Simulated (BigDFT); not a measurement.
OZr, in a box:

```
O Zr
1.0
     9.00000    0.00000    0.00000
     0.00000    9.00000    0.00000
     0.00000    0.00000   11.00000
O Zr
1 1
Direct
  0.50144 0.50233 0.42529
  0.50144 0.50233 0.58089
```

Base run:

* Program: BigDFT 1.9.6
* Functional: PBE
* Potentials or basis: GTH-PBE (O q6, Zr q12)
* Grid spacing: 0.31 bohr
* Occupations: fixed
* Spin: no spin polarisation

Its results: gap between the frontier levels 0.44 eV.

Problem. The run is repeated on the same cell with these changes: solvent permittivity from 2.27 to 8.93. What comes out?

Solution. Gap between the frontier levels 1.07 eV.

Caveats: Davidson's empty levels didn't converge: the lowest is mostly good, higher ones can be missed; boundaries are free: the box only frames the coordinates, and the band gap is the HOMO-LUMO gap; the molecule sits in an implicit solvent.

A k mesh can miss the band edges.

Not every run made on this cell is shown here.
